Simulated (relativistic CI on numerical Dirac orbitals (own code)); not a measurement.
# Pb³⁵⁺: how the levels respond to the fine-structure constant and the nuclear radius

How sensitive are the low transitions of Pb³⁵⁺ to a change of α? Wanted is q = dE/dx with x = (α/α0)² − 1, and the field-shift factor by the mean square nuclear radius, for the lowest 30 levels.

The numbers are computed with relativistic CI on numerical Dirac orbitals (own code) version 2 (Dirac-Coulomb-Breit CI, KLI orbitals optimised for each configuration, derivatives by finite differences), except any that are marked as measured or tabulated.

## Step 1: The system

```
ion                 : Pb³⁵⁺ (Pb XXXVI)
nuclear charge      : 82
electrons           : 47
isotope             : A = 208
first configuration : [Kr] 4d10 4f
```

Outer shells as boxes (Hund's rule):

[Kr] 4d10 4f1
```
[Kr] core
4d [↑↓][↑↓][↑↓][↑↓][↑↓]
4f [↑ ][  ][  ][  ][  ][  ][  ]
```

## Step 2: The run

Settings of the run:

```ini
atom Pb  Z=82  charge=35  electrons=47
nucleus A=208  rms_radius_fm=5.5012
hamiltonian dirac-coulomb  breit=on  qed=off  c_scale=1
orbitals kli  potential=per-configuration
slater_scale 1
correlation none
mixing on
configurations
  [Kr] 4d10 4f
  [Kr] 4d9 4f2
  [Kr] 4d10 5s
  [Ar] 3d10 4s2 4p5 4d10 4f2
  [Kr] 4d10 5p
  [Ar] 3d10 4s 4p6 4d10 4f2
  [Kr] 4d10 5d
  [Kr] 4d9 4f 5s
end
derivatives alpha2 +-0.01 radius +-1%
```

From the run's result record (rounded, not every field):

```text
{
  "status": "converged",
  "levels [i, E_cm, J2, conf, term, w_term]": [
    [0, 0, 5, "4s2 4p6 4d10 4f", "2F*", 0.9996],
    [1, 59555.905, 7, "4s2 4p6 4d10 4f", "2F*", 0.9996],
    [2, 1870117.2, 3, "4s2 4p6 4d9 4f2", "4F", 0.9113],
    [3, 1874806.1, 5, "4s2 4p6 4d9 4f2", "4F", 0.5245],
    [4, 1895908.2, 7, "4s2 4p6 4d9 4f2", "4G", 0.3977],
    [5, 1917711, 13, "4s2 4p6 4d9 4f2", "2K", 0.4386],
    [6, 1925982.3, 9, "4s2 4p6 4d9 4f2", "4H", 0.3696],
    [7, 1928600.5, 5, "4s2 4p6 4d9 4f2", "4D", 0.2739],
    [8, 1931124.7, 7, "4s2 4p6 4d9 4f2", "4F", 0.3401],
    [9, 1941065.3, 11, "4s2 4p6 4d9 4f2", "4I", 0.334],
    [10, 1945513.5, 9, "4s2 4p6 4d9 4f2", "4F", 0.5674],
    [11, 1946817.5, 3, "4s2 4p6 4d9 4f2", "4D", 0.4923],
    [12, 1954268.9, 5, "4s2 4p6 4d9 4f2", "2F", 0.3785],
    [13, 1954981.6, 7, "4s2 4p6 4d9 4f2", "4G", 0.4176],
    [14, 1956863.7, 15, "4s2 4p6 4d9 4f2", "4K", 0.7389],
    [15, 1963264.4, 1, "4s2 4p6 4d9 4f2", "4P", 0.5028],
    [16, 1967529.6, 7, "4s2 4p6 4d9 4f2", "4D", 0.3605],
    [17, 1968577.3, 11, "4s2 4p6 4d9 4f2", "4H", 0.4353],
    [18, 1978382.9, 13, "4s2 4p6 4d9 4f2", "4H", 0.5123],
    [19, 1979605.2, 9, "4s2 4p6 4d9 4f2", "4G", 0.3281],
    [20, 1982086.6, 17, "4s2 4p6 4d9 4f2", "4K", 0.7486],
    [21, 1985646.8, 5, "4s2 4p6 4d9 4f2", "4D", 0.3219],
    [22, 1990264, 9, "4s2 4p6 4d9 4f2", "2H", 0.4835],
    [23, 1999457.6, 13, "4s2 4p6 4d9 4f2", "4I", 0.4271],
    [24, 2000384.7, 11, "4s2 4p6 4d9 4f2", "2H", 0.279],
    [25, 2001701.9, 9, "4s2 4p6 4d9 4f2", "4G", 0.3065],
    [26, 2002054.9, 3, "4s2 4p6 4d9 4f2", "2D", 0.68],
    [27, 2005765.3, 7, "4s2 4p6 4d9 4f2", "2G", 0.3411],
    [28, 2006352.9, 1, "4s2 4p6 4d9 4f2", "4D", 0.362],
    [29, 2023374.7, 5, "4s2 4p6 4d9 4f2", "4D", 0.2744]
  ],
  "sensitivity [i, q_alpha_cm, field_shift_GHz_per_fm2]": [
    [0, 0, 0],
    [1, 5.6e+04, 3.362],
    [2, 1.569e+04, 38.36],
    [3, 1.131e+04, 38.49],
    [4, 1.474e+04, 38.93],
    [5, 4048, 38.82],
    [6, 1.234e+04, 38.94],
    [7, 1.443e+04, 39.38],
    [8, 5.632e+04, 41.35],
    [9, 7269, 39.04],
    [10, 6.597e+04, 41.96],
    [11, 2.416e+04, 39.82],
    [12, 6.334e+04, 41.79],
    [13, 2.101e+04, 40.01],
    [14, 5.775e+04, 41.9],
    [15, 2.479e+04, 39.6],
    [16, 6.188e+04, 42.08],
    [17, 6.044e+04, 41.76],
    [18, 6.011e+04, 41.84],
    [19, 2.051e+04, 40.21],
    [20, 7.613e+04, 43.14],
    [21, 6.575e+04, 42.4],
    [22, 5.898e+04, 42.19],
    [23, 5.819e+04, 42.25],
    [24, 6.298e+04, 42.34],
    [25, 5.361e+04, 42.15],
    [26, 5.869e+04, 41.71],
    [27, 6.329e+04, 42.55],
    [28, 6.396e+04, 42.13],
    [29, 6.147e+04, 42.07]
  ],
  "n_levels_all": 30,
  "configurations [conf, odd, states]": [
    ["4s2 4p6 4d10 4f", 1, 14],
    ["4s2 4p6 4d9 4f2", 0, 910],
    ["4s2 4p6 4d10 5s", 0, 2],
    ["4s2 4p5 4d10 4f2", 1, 546],
    ["4s2 4p6 4d10 5p", 1, 6],
    ["4s 4p6 4d10 4f2", 0, 182],
    ["4s2 4p6 4d10 5d", 0, 10],
    ["4s2 4p6 4d9 4f 5s", 1, 280]
  ]
}
```

It took 2 s on 1 thread, shared host.

The relative sensitivity K = 2q/E of the transition from the lowest level:

| level | energy (eV) | q (cm⁻¹) | K | field shift (GHz/fm²) |
| --- | --- | --- | --- | --- |
| 4f 2F°7/2 | 7.38 | 56000 | 1.881 | 3.36 |
| 4d9 4f2 4F3/2 | 231.86 | 15690 | 0.017 | 38.4 |
| 4d9 4f2 [4d5/2^5 4f5/2^2] J=5/2 | 232.45 | 11310 | 0.012 | 38.5 |
| 4d9 4f2 [4d5/2^5 4f5/2^2] J=7/2 | 235.06 | 14740 | 0.016 | 38.9 |
| 4d9 4f2 [4d5/2^5 4f5/2^2] J=13/2 | 237.77 | 4048 | 0.004 | 38.8 |
| 4d9 4f2 [4d5/2^5 4f5/2^2] J=9/2 | 238.79 | 12340 | 0.013 | 38.9 |
| 4d9 4f2 [4d5/2^5 4f5/2^2] J=5/2 (ii) | 239.12 | 14430 | 0.015 | 39.4 |
| 4d9 4f2 [4d5/2^5 4f5/2 4f7/2] J=7/2 | 239.43 | 56320 | 0.058 | 41.4 |
| 4d9 4f2 [4d5/2^5 4f5/2^2] J=11/2 | 240.66 | 7269 | 0.007 | 39 |
| 4d9 4f2 4F9/2 | 241.21 | 65970 | 0.068 | 42 |
| 4d9 4f2 [4d5/2^5 4f5/2^2] J=3/2 (ii) | 241.37 | 24160 | 0.025 | 39.8 |
| 4d9 4f2 [4d5/2^5 4f5/2 4f7/2] J=5/2 | 242.30 | 63340 | 0.065 | 41.8 |
| 4d9 4f2 [4d5/2^5 4f5/2^2] J=7/2 (ii) | 242.39 | 21010 | 0.021 | 40 |
| 4d9 4f2 [4d5/2^5 4f5/2 4f7/2] J=15/2 | 242.62 | 57750 | 0.059 | 41.9 |
| 4d9 4f2 [4d5/2^5 4f5/2^2] J=1/2 | 243.41 | 24790 | 0.025 | 39.6 |
| 4d9 4f2 [4d5/2^5 4f5/2 4f7/2] J=7/2 (ii) | 243.94 | 61880 | 0.063 | 42.1 |
| 4d9 4f2 [4d5/2^5 4f5/2 4f7/2] J=11/2 | 244.07 | 60440 | 0.061 | 41.8 |

## Step 3: Summary of results

```
                                         quantity                          value
                                     lowest level                      4f 2F°5/2
              largest q in size, lowest 30 levels    76130 cm⁻¹ (4d9 4f2 4K17/2)
largest K in size within the lowest configuration               1.88 (4f 2F°7/2)
            largest field-shift factor among them  43.1 GHz/fm² (4d9 4f2 4K17/2)
```

What this shows: Among these levels the largest q belongs to 4d9 4f2 4K17/2, a change of configuration. The fine-structure partner 2F°7/2 has K = 1.88, close to the 2 of an interval that scales as α². K = 2q/E, the relative sensitivity of a level, hangs on the computed energy: between configurations that lie close it can be off by a factor of several.
